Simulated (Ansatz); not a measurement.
# CH6SiTe (SMILES C[SiH2][TeH]): wB97M-V/def2-SVP (core potential)

What is the vertical ionisation energy of CH6SiTe at wB97M-V/def2-SVP (core potential)? 

The results are computed with Ansatz 0.2.0.

55 further runs of the same task are left out: 55 set aside as unsound or not needed. Runs told in other sessions of the task aren't counted.

**1. Starting point**

The species is CH6SiTe (9 atoms), meant as a singlet with charge 0. SMILES: `C[SiH2][TeH]`. The shape is that of a PBE0-D4/def2-TZVP optimisation. This is one conformer, not always the lowest.

Bond lengths: C1–Si2 1.867 Å, Si2–Te3 2.500 Å, C1–H4 1.094 Å, C1–H5 1.091 Å, C1–H6 1.092 Å, Si2–H7 1.487 Å, Si2–H8 1.486 Å, Te3–H9 1.658 Å. Some angles: C1–Si2–Te3 112.6°, C1–Si2–H7 111.4°, C1–Si2–H8 110.5°, Te3–Si2–H7 103.6°, Te3–Si2–H8 109.7°, Si2–C1–H4 110.3°, Si2–C1–H5 110.6°, Si2–C1–H6 110.6°, Si2–Te3–H9 91.7°, H7–Si2–H8 108.9°.

**2. The energy at wB97M-V/def2-SVP (core potential)**

Contents of molecule.yaml:

```yaml
crystal:
  periodic: [false, false, false]
  atoms:
    - {symbol: C, position_ang: [-0.793600, 0.726300, -0.609100]}
    - {symbol: Si, position_ang: [0.377700, -0.686600, -0.266400]}
    - {symbol: Te, position_ang: [1.980400, -0.179800, 1.584400]}
    - {symbol: H, position_ang: [-1.456300, 0.475200, -1.442000]}
    - {symbol: H, position_ang: [-0.240000, 1.632000, -0.862400]}
    - {symbol: H, position_ang: [-1.409800, 0.936300, 0.267700]}
    - {symbol: H, position_ang: [1.262200, -0.952200, -1.431600]}
    - {symbol: H, position_ang: [-0.380500, -1.924300, 0.053300]}
    - {symbol: H, position_ang: [0.748200, -0.073200, 2.689000]}
basis:
  gaussian:
    orbitals: def2-SVP
hamiltonian:
  xc: {name: wB97M-V}
accuracy: high
output:
  orbitals: {seedname: orbitals}
```

Run with:

```bash
$ ansatz run molecule.yaml --threads 1 --pin off --max-ram 2610MiB --events-out events.jsonl --progress --plain --runs-dir runs
```

Standard output:

```text
Warning: RAYON_NUM_THREADS=1 ignored (pool sized by the plan → 1); use --threads N
Functional definition: wB97M-V
  name "wB97M-V"
  parameter omega = 0.3/bohr
  parameter cx = 0.15
  parameter cx01 = 1.007
  parameter cx10 = 0.259
  parameter css00 = 0.443
  parameter css04 = -1.437
  parameter css10 = -4.535
  parameter css20 = -3.390
  parameter css43 = 4.278
  parameter cos00 = 1.000
  parameter cos10 = 1.358
  parameter cos20 = 2.924
  parameter cos21 = -8.812
  parameter cos60 = -1.390
  parameter cos61 = 9.142
  parameter b = 6.0
  parameter c = 0.01
  gx(w, u) = 1 - cx + cx01*u + cx10*w
  gss(w, u) = css00 + css04*u^4 + css10*w + css20*w^2 + css43*w^4*u^3
  gos(w, u) = cos00 + cos10*w + (cos20 + cos21*u)*w^2 + (cos60 + cos61*u)*w^6
  exchange = spin_sum(e_x_unif_sr(omega)*gx(b97_w, b97_u_x)) + cx*exact_x_sr(omega) + exact_x_lr(omega)
  correlation = spin_sum(e_c_pw_mod_same_spin*gss(b97_w, b97_u_same))
      + integral(e_c_pw_mod_opposite_spin*gos(b97_w_opposite, b97_u_opposite)) + vv10(b, c)
2131 factors; integrals over basis functions are off by at most 3.5e-9 eV
406 factors; integrals over basis functions are off by at most 1.9e-9 eV
mean field evaluation 1: about -16298.1570 eV, gradient 2.9e1 eV
mean field evaluation 2: about -16299.1542 eV, gradient 2.1e1 eV
mean field evaluation 4: about -16300.2914 eV, gradient 1.3e0 eV
mean field evaluation 8: about -16300.3910 eV, gradient 2.2e-2 eV
mean field evaluation 16: about -16300.3910 eV, gradient 7.4e-5 eV
mean field -16300.39103809 eV, -599.0283218480 hartree, gradient 4.5e-8 eV, S^2 0.000000; 0 other end points of the search recorded, 0 dependent functions left out
reference -16300.39104244 eV, -599.0283220078 hartree; 25, 25 occupied and 63, 63 virtual orbitals, 2131 factors
Total energy: -16300.39104244 eV, -599.0283220078 hartree
```

Run time: 1.7 min. Hardware: 1 thread of Arm Neoverse V1, shared host; peak memory 0.62 GiB.

**3. The doublet cation**

Contents of in.yaml:

```yaml
crystal:
  periodic: [false, false, false]
  atoms:
    - {symbol: C, position_ang: [-0.793600, 0.726300, -0.609100]}
    - {symbol: Si, position_ang: [0.377700, -0.686600, -0.266400]}
    - {symbol: Te, position_ang: [1.980400, -0.179800, 1.584400]}
    - {symbol: H, position_ang: [-1.456300, 0.475200, -1.442000]}
    - {symbol: H, position_ang: [-0.240000, 1.632000, -0.862400]}
    - {symbol: H, position_ang: [-1.409800, 0.936300, 0.267700]}
    - {symbol: H, position_ang: [1.262200, -0.952200, -1.431600]}
    - {symbol: H, position_ang: [-0.380500, -1.924300, 0.053300]}
    - {symbol: H, position_ang: [0.748200, -0.073200, 2.689000]}
basis:
  gaussian: {orbitals: def2-SVP}
total_charge: 1
magnetization: {spin_polarized: true, initial_magnetization: 1}
hamiltonian: {xc: {name: wB97M-V}}
accuracy: high
output: {orbitals: {seedname: orbitals}}
```

Run with:

```bash
$ ansatz run in.yaml --threads 1 --pin off --max-ram 2610MiB --events-out events.jsonl --progress --plain --runs-dir runs
```

Standard output (excerpt; [...] marks lines left out):

```text
Warning: RAYON_NUM_THREADS=1 ignored (pool sized by the plan → 1); use --threads N
[... 2 set-up lines as earlier in the session ...]
[...]
  gx(w, u) = 1 - cx + cx01*u + cx10*w
  gss(w, u) = css00 + css04*u^4 + css10*w + css20*w^2 + css43*w^4*u^3
  gos(w, u) = cos00 + cos10*w + (cos20 + cos21*u)*w^2 + (cos60 + cos61*u)*w^6
[...]
      + integral(e_c_pw_mod_opposite_spin*gos(b97_w_opposite, b97_u_opposite)) + vv10(b, c)
2131 factors; integrals over basis functions are off by at most 3.5e-9 eV
405 factors; integrals over basis functions are off by at most 1.9e-9 eV
[...]
mean field -16291.95003072 eV, -598.7181205486 hartree, gradient 8.7e-8 eV, S^2 0.753068; 0 other end points of the search recorded, 0 dependent functions left out
reference -16291.95003501 eV, -598.7181207061 hartree; 25, 24 occupied and 63, 64 virtual orbitals, 2131 factors
Total energy: -16291.95003501 eV, -598.7181207061 hartree
```

Wall time 2.8 min (1 thread of Arm Neoverse V1, shared host); peak memory 1.1 GiB.

**4. Summary of results**

Level: wB97M-V/def2-SVP (core potential).

| quantity | value |
| --- | --- |
| singlet CH6SiTe: total energy | -599.02832 Eh |
| singlet CH6SiTe: HOMO energy | -8.36 eV |
| singlet CH6SiTe: LUMO energy | 1.63 eV |
| singlet CH6SiTe: HOMO–LUMO gap | 9.99 eV |
| doublet cation: total energy | -598.71812 Eh |
| doublet cation: HOMO energy (highest over α and β) | -15.78 eV |
| doublet cation: LUMO energy (lowest over α and β) | -8.53 eV |
| doublet cation: ⟨S²⟩ | 0.753 |
| vertical ionisation energy (to the doublet cation) | 8.441 eV |

In words: The vertical ionisation energy comes to 8.44 eV (814 kJ/mol). The negative HOMO energy of the first species, 8.36 eV, lies 0.09 eV below that difference.
